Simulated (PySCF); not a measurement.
# [Gd(H2O)8]3+: forces at shaken geometries

How stiff is [Gd(H2O)8]3+? Its atoms are displaced at random by several amounts. It is a constructed species; whether it can be made isn't addressed.

Program: PySCF 2.14.0. Level of theory: TPSS, Gd lcecp-1-SVP with ECP53, O def2-SVP, H def2-SVP; scalar-relativistic core potentials, no spin–orbit coupling. These are calculated values, not measurements.

2 further runs of the same task are left out: 2 for a known fault of the program.

### 1 The starting structure

25 atoms, charge 3, spin multiplicity 1.

Bond lengths: Gd1–O2 2.455 Å, Gd1–O5 2.455 Å, Gd1–O8 2.455 Å, Gd1–O11 2.455 Å, Gd1–O14 2.455 Å, Gd1–O17 2.455 Å, Gd1–O20 2.455 Å, Gd1–O23 2.455 Å, O2–H3 0.981 Å, O2–H4 0.981 Å, O5–H6 0.981 Å, O5–H7 0.981 Å, O8–H9 0.981 Å, O8–H10 0.981 Å, O11–H12 0.981 Å, O11–H13 0.981 Å, O14–H15 0.981 Å, O14–H16 0.982 Å and more. Angles: O2–Gd1–O5 72.8°, O2–Gd1–O8 114.0°, O2–Gd1–O11 72.8°, O2–Gd1–O14 78.4°, O2–Gd1–O17 142.6°, O2–Gd1–O20 142.5°, O2–Gd1–O23 78.4°, O5–Gd1–O8 72.8°, O5–Gd1–O11 114.0°, O5–Gd1–O14 78.4°, O5–Gd1–O17 78.4°, O5–Gd1–O20 142.6°, O5–Gd1–O23 142.5°, O8–Gd1–O11 72.8°, O8–Gd1–O14 142.5°, O8–Gd1–O17 78.4°, O8–Gd1–O20 78.4°, O8–Gd1–O23 142.6° and more.

Coordinates:

```
Gd    0.00000    0.00000    0.00047
O     2.05929    0.00868    1.33685
H     2.25600    0.58179    2.10880
H     2.86507   -0.53860    1.21649
O    -0.00868    2.05929    1.33685
H    -0.58179    2.25600    2.10880
H     0.53860    2.86507    1.21649
O    -2.05929   -0.00868    1.33685
H    -2.25600   -0.58179    2.10880
H    -2.86507    0.53860    1.21649
O     0.00868   -2.05929    1.33685
H     0.58179   -2.25600    2.10880
H    -0.53860   -2.86507    1.21649
O     1.44922    1.46337   -1.33621
H     2.40578    1.64732   -1.21795
H     1.18095    2.00704   -2.10811
O    -1.46337    1.44922   -1.33621
H    -1.64732    2.40578   -1.21795
H    -2.00704    1.18095   -2.10811
O    -1.44922   -1.46337   -1.33621
H    -2.40578   -1.64732   -1.21795
H    -1.18095   -2.00704   -2.10811
O     1.46337   -1.44922   -1.33621
H     1.64732   -2.40578   -1.21795
H     2.00704   -1.18095   -2.10811
```

Formal oxidation states: Gd +3. Each metal's 7 4f electrons lie in its core potential, so multiplicities, spins and levels count the valence alone. An earlier session relaxed this geometry at TPSS, Gd lcecp-1-SVP with ECP53, O def2-SVP, H def2-SVP (singlet, point group S8).

Its energy there is -646.205481 Eh.

### 2 Atoms moved at random, σ = 0.06 Å

run.py (the lines that set the calculation)

```python
mol = gto.M(atom='''
Gd    -0.05391     0.00720     0.07219
O      2.05918    -0.04409     1.27235
H      2.27626     0.53611     2.13034
H      2.87503    -0.56936     1.19247
O      0.10174     2.04646     1.27348
H     -0.55758     2.33726     2.04682
H      0.53374     2.86345     1.26197
O     -2.11462     0.00641     1.32496
H     -2.35482    -0.64869     2.06199
H     -2.91499     0.53006     1.27060
O      0.08779    -2.10215     1.40058
H      0.52279    -2.20627     2.10019
H     -0.49288    -2.87811     1.13337
O      1.41914     1.52393    -1.33955
H      2.44506     1.64420    -1.14448
H      1.10748     1.97212    -2.02350
O     -1.43621     1.42642    -1.41796
H     -1.67371     2.42003    -1.11196
H     -1.98116     1.33360    -2.09829
O     -1.42196    -1.44252    -1.38570
H     -2.42667    -1.64748    -1.24716
H     -1.14300    -2.04299    -2.01366
O      1.43443    -1.59546    -1.37457
H      1.70999    -2.32831    -1.23582
H      1.99886    -1.14181    -2.14867''',
    basis={'Gd': 'lcecp-1-SVP', 'O': 'def2-SVP', 'H': 'def2-SVP'},
    ecp={'Gd': 'lcecp-1-SVP'},
    charge=3, spin=0)
mf = dft.RKS(mol, xc='TPSS')
mf.grids.atom_grid = (50, 194)  # f atoms: unpruned, at least (60, 302)
mf = mf.density_fit()  # fitting sets: Gd AutoAux, O def2-universal-JKFIT, H def2-universal-JKFIT
mf.conv_tol = 1e-08; mf.max_cycle = 55
mf.kernel(dm0)  # dm0: the density of the relaxed state
```

Run with:

```
OMP_NUM_THREADS=4 python run.py
```

Log:

```text
init E= -646.076620091487
  HOMO = -0.71211533353953  LUMO = -0.4686065949506  gap/eV = 6.62621
cycle= 1 E= -646.047963393371  delta_E= 0.0287  |g|= 0.163  |ddm|= 0.719
  HOMO = -0.692106828034088  LUMO = -0.452776317540192  gap/eV = 6.51251
cycle= 2 E= -646.04733389212  delta_E= 0.00063  |g|= 0.176  |ddm|= 0.25
  HOMO = -0.704879339440708  LUMO = -0.456534476423474  gap/eV = 6.75781
cycle= 3 E= -646.05241376593  delta_E= -0.00508  |g|= 0.0583  |ddm|= 0.15
  HOMO = -0.702051627526851  LUMO = -0.456692804553228  gap/eV = 6.67655
cycle= 4 E= -646.053041923462  delta_E= -0.000628  |g|= 0.00403  |ddm|= 0.041
  HOMO = -0.701883562116562  LUMO = -0.456584484040164  gap/eV = 6.67493
cycle= 5 E= -646.053043769131  delta_E= -1.85e-06  |g|= 0.00274  |ddm|= 0.00455
  HOMO = -0.702083615159498  LUMO = -0.456592166136872  gap/eV = 6.68016
cycle= 6 E= -646.053045142453  delta_E= -1.37e-06  |g|= 0.000438  |ddm|= 0.00206
  HOMO = -0.702061123862612  LUMO = -0.456612600724053  gap/eV = 6.67899
cycle= 7 E= -646.053045181236  delta_E= -3.88e-08  |g|= 6.75e-05  |ddm|= 0.000421
  HOMO = -0.702057215675592  LUMO = -0.456609574569306  gap/eV = 6.67897
cycle= 8 E= -646.053045181989  delta_E= -7.53e-10  |g|= 3.75e-05  |ddm|= 7.8e-05
  HOMO = -0.70206219724029  LUMO = -0.456609378387892  gap/eV = 6.67911
Extra cycle  E= -646.053045181405  delta_E= 5.84e-10  |g|= 6.75e-05  |ddm|= 7.02e-05
converged SCF energy = -646.053045181405
```

Wall time 26 s (4 threads of Arm Neoverse V2, shared host).

It gives: E = -646.053045 Eh (+4.148 eV from the relaxed state), HOMO -19.10 eV, LUMO -12.42 eV, Mulliken charge on Gd1 +0.82 e, largest force component 18.017 eV/Å. 

| atom | Fx | Fy | Fz (eV/Å) |
| --- | --- | --- | --- |
| Gd1 | 0.759 | -0.655 | -1.185 |
| O2 | 0.468 | 1.858 | 2.546 |
| H3 | -0.664 | -1.372 | -2.213 |
| H4 | 0.264 | -0.410 | -0.253 |
| O5 | -3.728 | -1.098 | 2.901 |
| H6 | 1.182 | -1.352 | -1.683 |
| H7 | 2.337 | 2.770 | -0.868 |
| O8 | 0.392 | -1.634 | 1.341 |
| H9 | 0.502 | 0.750 | -0.893 |
| H10 | -0.988 | 0.842 | -0.296 |
| O11 | -7.410 | 1.696 | -11.275 |
| H12 | 6.152 | -2.200 | 10.238 |
| H13 | 1.047 | 0.609 | 0.915 |
| O14 | 4.444 | -4.400 | 6.962 |
| H15 | -2.764 | 0.146 | -1.076 |
| H16 | -1.834 | 3.936 | -5.705 |
| O17 | 3.525 | 4.022 | 6.696 |
| H18 | 0.828 | -2.661 | -0.804 |
| H19 | -4.313 | -1.268 | -5.711 |
| O20 | -3.353 | 2.196 | 3.467 |
| H21 | 2.019 | 0.455 | -0.407 |
| H22 | 1.358 | -2.641 | -2.886 |
| O23 | -4.886 | 18.017 | -4.729 |
| H24 | 6.159 | -15.949 | 2.797 |
| H25 | -1.495 | -1.655 | 2.121 |

### 3 Atoms moved at random, σ = 0.03 Å

run.py (the lines that set the calculation)

```python
mol = gto.M(atom='''
Gd     0.03315    -0.01550    -0.01914
O      2.03507     0.01649     1.32762
H      2.20861     0.58121     2.12671
H      2.81880    -0.56120     1.18452
O      0.02915     2.06587     1.35273
H     -0.60530     2.25806     2.11856
H      0.58422     2.89734     1.24961
O     -2.01113    -0.04006     1.28873
H     -2.29720    -0.56708     2.16921
H     -2.82795     0.54489     1.24023
O      0.02224    -2.00361     1.32594
H      0.57759    -2.24422     2.07398
H     -0.50543    -2.85447     1.19942
O      1.46989     1.44074    -1.27401
H      2.41391     1.65058    -1.26780
H      1.18542     2.01282    -2.13270
O     -1.48650     1.44290    -1.33545
H     -1.65552     2.37761    -1.17611
H     -2.03711     1.17799    -2.12055
O     -1.44498    -1.50551    -1.37781
H     -2.40519    -1.65710    -1.18986
H     -1.20957    -2.01652    -2.14604
O      1.49667    -1.42840    -1.33770
H      1.61444    -2.38954    -1.18329
H      1.99671    -1.18329    -2.09680''',
    basis={'Gd': 'lcecp-1-SVP', 'O': 'def2-SVP', 'H': 'def2-SVP'},
    ecp={'Gd': 'lcecp-1-SVP'},
    charge=3, spin=0)
mf = dft.RKS(mol, xc='TPSS')
mf.grids.atom_grid = (50, 194)  # f atoms: unpruned, at least (60, 302)
mf = mf.density_fit()  # fitting sets: Gd AutoAux, O def2-universal-JKFIT, H def2-universal-JKFIT
mf.conv_tol = 1e-08; mf.max_cycle = 55
mf.kernel(dm0)  # dm0: the density of the relaxed state
```

Run with:

```
OMP_NUM_THREADS=4 python run.py
```

Log:

```text
init E= -646.034278545877
  HOMO = -0.729973035117477  LUMO = -0.47137326946475  gap/eV = 7.03686
cycle= 1 E= -646.179769023343  delta_E= -0.145  |g|= 0.139  |ddm|= 0.342
  HOMO = -0.683932769545294  LUMO = -0.440629697773616  gap/eV = 6.62061
cycle= 2 E= -646.1729696009  delta_E= 0.0068  |g|= 0.24  |ddm|= 0.28
  HOMO = -0.706647866467414  LUMO = -0.444146683136098  gap/eV = 7.14302
cycle= 3 E= -646.183810588879  delta_E= -0.0108  |g|= 0.021  |ddm|= 0.168
  HOMO = -0.707148697638442  LUMO = -0.444902200880005  gap/eV = 7.13609
cycle= 4 E= -646.183891860675  delta_E= -8.13e-05  |g|= 0.0046  |ddm|= 0.0187
  HOMO = -0.707079325870843  LUMO = -0.444888619361574  gap/eV = 7.13457
cycle= 5 E= -646.183895006635  delta_E= -3.15e-06  |g|= 0.00223  |ddm|= 0.00426
  HOMO = -0.707267222463031  LUMO = -0.444906307896068  gap/eV = 7.13920
cycle= 6 E= -646.183895917878  delta_E= -9.11e-07  |g|= 0.000331  |ddm|= 0.00167
  HOMO = -0.707263022023464  LUMO = -0.444918742928978  gap/eV = 7.13875
cycle= 7 E= -646.183895940033  delta_E= -2.22e-08  |g|= 8.65e-05  |ddm|= 0.000348
  HOMO = -0.707263813874377  LUMO = -0.444917574918317  gap/eV = 7.13880
cycle= 8 E= -646.183895941171  delta_E= -1.14e-09  |g|= 4.25e-05  |ddm|= 8.58e-05
  HOMO = -0.707260240657389  LUMO = -0.444917096852389  gap/eV = 7.13872
Extra cycle  E= -646.183895940423  delta_E= 7.49e-10  |g|= 7.67e-05  |ddm|= 7.88e-05
converged SCF energy = -646.183895940423
```

Wall time 26 s (4 threads of Arm Neoverse V2, shared host).

Result: E = -646.183896 Eh (+0.587 eV from the relaxed state), HOMO -19.25 eV, LUMO -12.11 eV, Mulliken charge on Gd1 +0.80 e, largest force component 3.032 eV/Å. 

| atom | Fx | Fy | Fz (eV/Å) |
| --- | --- | --- | --- |
| Gd1 | -0.415 | 0.348 | -0.039 |
| O2 | 0.104 | 0.134 | 0.337 |
| H3 | 0.092 | -0.414 | -0.493 |
| H4 | 0.006 | 0.254 | 0.243 |
| O5 | -0.349 | 0.849 | 0.778 |
| H6 | 0.931 | -0.142 | -1.013 |
| H7 | -0.621 | -0.830 | 0.163 |
| O8 | -2.254 | -0.728 | 2.834 |
| H9 | 1.205 | 1.069 | -2.347 |
| H10 | 0.884 | -0.312 | -0.436 |
| O11 | -1.071 | -1.412 | -0.631 |
| H12 | 0.733 | 0.052 | 0.821 |
| H13 | 0.382 | 1.041 | -0.071 |
| O14 | -1.227 | 1.898 | -3.032 |
| H15 | 0.862 | -0.058 | 0.412 |
| H16 | 0.450 | -1.637 | 2.408 |
| O17 | 0.049 | -1.173 | -0.481 |
| H18 | -0.260 | 0.833 | 0.004 |
| H19 | 0.310 | 0.304 | 0.521 |
| O20 | -0.510 | 1.009 | 1.537 |
| H21 | 0.461 | -0.079 | -0.281 |
| H22 | 0.136 | -0.842 | -1.167 |
| O23 | -1.279 | -0.520 | 1.861 |
| H24 | 0.182 | 0.019 | -0.241 |
| H25 | 1.201 | 0.337 | -1.685 |

### 4 Atoms moved at random, σ = 0.1 Å

run.py (the lines that set the calculation)

```python
mol = gto.M(atom='''
Gd     0.13241     0.00420     0.01659
O      2.16376     0.03660     1.27937
H      2.32813     0.55254     2.00188
H      2.83544    -0.47024     1.18502
O     -0.03414     1.95734     1.13201
H     -0.58658     2.37210     2.22170
H      0.50146     2.72373     1.25237
O     -1.76680    -0.10136     1.31315
H     -2.03388    -0.52734     2.19121
H     -2.89372     0.43064     1.20201
O     -0.04346    -2.11622     1.46402
H      0.51083    -2.17458     2.01265
H     -0.39617    -2.89562     1.24171
O      1.38028     1.32385    -1.29353
H      2.26986     1.60791    -1.20409
H      1.11790     2.13968    -2.28798
O     -1.46254     1.25027    -1.44650
H     -1.68648     2.46493    -1.14858
H     -1.97213     1.18112    -1.89248
O     -1.56641    -1.33805    -1.32168
H     -2.41736    -1.56053    -1.22412
H     -1.30375    -2.13706    -1.96868
O      1.43560    -1.42207    -1.39305
H      1.60371    -2.39894    -1.16474
H      1.88403    -0.90289    -2.16826''',
    basis={'Gd': 'lcecp-1-SVP', 'O': 'def2-SVP', 'H': 'def2-SVP'},
    ecp={'Gd': 'lcecp-1-SVP'},
    charge=3, spin=0)
mf = dft.RKS(mol, xc='TPSS')
mf.grids.atom_grid = (50, 194)  # f atoms: unpruned, at least (60, 302)
mf = mf.density_fit()  # fitting sets: Gd AutoAux, O def2-universal-JKFIT, H def2-universal-JKFIT
mf.conv_tol = 1e-08; mf.max_cycle = 55
mf.kernel(dm0)  # dm0: the density of the relaxed state
```

Run with:

```
OMP_NUM_THREADS=4 python run.py
```

Log:

```text
init E= -645.262000425708
  HOMO = -0.764123178253701  LUMO = -0.636852079147084  gap/eV = 3.46322
cycle= 1 E= -645.604751211484  delta_E= -0.343  |g|= 0.683  |ddm|= 1.34
  HOMO = -0.605695869842189  LUMO = -0.44972692334078  gap/eV = 4.24413
cycle= 2 E= -645.381509875184  delta_E= 0.223  |g|= 1.27  |ddm|= 1.41
  HOMO = -0.689950733437009  LUMO = -0.488130685057786  gap/eV = 5.49180
cycle= 3 E= -645.694440746143  delta_E= -0.313  |g|= 0.175  |ddm|= 0.955
  HOMO = -0.689769475923011  LUMO = -0.492013354950057  gap/eV = 5.38122
cycle= 4 E= -645.700344325245  delta_E= -0.0059  |g|= 0.0598  |ddm|= 0.156
  HOMO = -0.68830564478861  LUMO = -0.49375440571977  gap/eV = 5.29401
cycle= 5 E= -645.700976663043  delta_E= -0.000632  |g|= 0.0138  |ddm|= 0.0479
  HOMO = -0.68931086052584  LUMO = -0.493714676060848  gap/eV = 5.32244
cycle= 6 E= -645.701007136848  delta_E= -3.05e-05  |g|= 0.0063  |ddm|= 0.0127
  HOMO = -0.689170889413405  LUMO = -0.49380795526291  gap/eV = 5.31610
cycle= 7 E= -645.701014403995  delta_E= -7.27e-06  |g|= 0.00131  |ddm|= 0.0049
  HOMO = -0.689159586551509  LUMO = -0.49380208968626  gap/eV = 5.31595
cycle= 8 E= -645.701014712509  delta_E= -3.09e-07  |g|= 0.000442  |ddm|= 0.00126
  HOMO = -0.689167161201642  LUMO = -0.493808911620594  gap/eV = 5.31597
cycle= 9 E= -645.701014743636  delta_E= -3.11e-08  |g|= 0.000203  |ddm|= 0.000414
  HOMO = -0.689167783130679  LUMO = -0.49380917768433  gap/eV = 5.31598
cycle= 10 E= -645.701014751486  delta_E= -7.85e-09  |g|= 3.92e-05  |ddm|= 0.000168
  HOMO = -0.689165626064569  LUMO = -0.493810607094246  gap/eV = 5.31588
Extra cycle  E= -645.701014750761  delta_E= 7.25e-10  |g|= 7.24e-05  |ddm|= 8.1e-05
converged SCF energy = -645.701014750761
```

Wall time 30 s (4 threads of Arm Neoverse V2, shared host).

It gives: E = -645.701015 Eh (+13.727 eV from the relaxed state), HOMO -18.75 eV, LUMO -13.44 eV, Mulliken charge on Gd1 +0.76 e, largest force component 33.917 eV/Å. 

| atom | Fx | Fy | Fz (eV/Å) |
| --- | --- | --- | --- |
| Gd1 | -1.845 | -2.048 | -0.757 |
| O2 | -8.554 | 3.335 | -2.274 |
| H3 | 0.844 | 2.792 | 3.856 |
| H4 | 8.169 | -6.200 | -1.271 |
| O5 | -3.252 | 2.097 | 5.886 |
| H6 | 1.423 | -2.423 | -4.218 |
| H7 | 2.019 | 1.750 | -0.929 |
| O8 | -6.708 | 1.933 | 1.567 |
| H9 | 0.928 | 0.018 | -0.987 |
| H10 | 4.788 | -1.942 | -0.010 |
| O11 | -10.648 | 7.483 | -12.488 |
| H12 | 13.521 | -1.972 | 13.755 |
| H13 | -2.483 | -5.520 | -1.281 |
| O14 | -2.170 | 3.940 | -5.439 |
| H15 | 2.528 | 0.523 | 0.531 |
| H16 | 0.680 | -3.467 | 3.976 |
| O17 | 33.032 | 10.894 | 31.497 |
| H18 | 1.083 | -5.133 | -1.237 |
| H19 | -33.917 | -5.427 | -30.040 |
| O20 | 6.823 | -1.575 | -2.695 |
| H21 | -6.316 | -1.005 | 1.186 |
| H22 | -0.206 | 2.289 | 1.500 |
| O23 | 0.110 | 0.399 | 0.003 |
| H24 | 0.552 | 1.526 | -1.487 |
| H25 | -0.402 | -2.269 | 1.357 |

### 5 The displacements side by side

| σ (Å) | energy rise (eV) | harmonic estimate −½ F·u (eV) | largest force component (eV/Å) |
| --- | --- | --- | --- |
| 0.06 | 4.148 | 4.461 | 18.02 |
| 0.03 | 0.587 | 0.568 | 3.03 |
| 0.1 | 13.727 | 14.167 | 33.92 |

Every displacement raises the energy. For a harmonic well the rise equals −½ F·u; the two differ by at most 8 % here (a move with σ = 0.06 Å), from anharmonicity, the grid and the small forces left at the relaxed point. The largest moves cost over 1 eV, far outside the harmonic range, so agreement there can come from errors that cancel between squeezed and stretched bonds. The bases are small and lack diffuse functions. Spin–orbit coupling is left out. The core potential fixes the 4f count, so no charge can pass from the ligands into that shell.
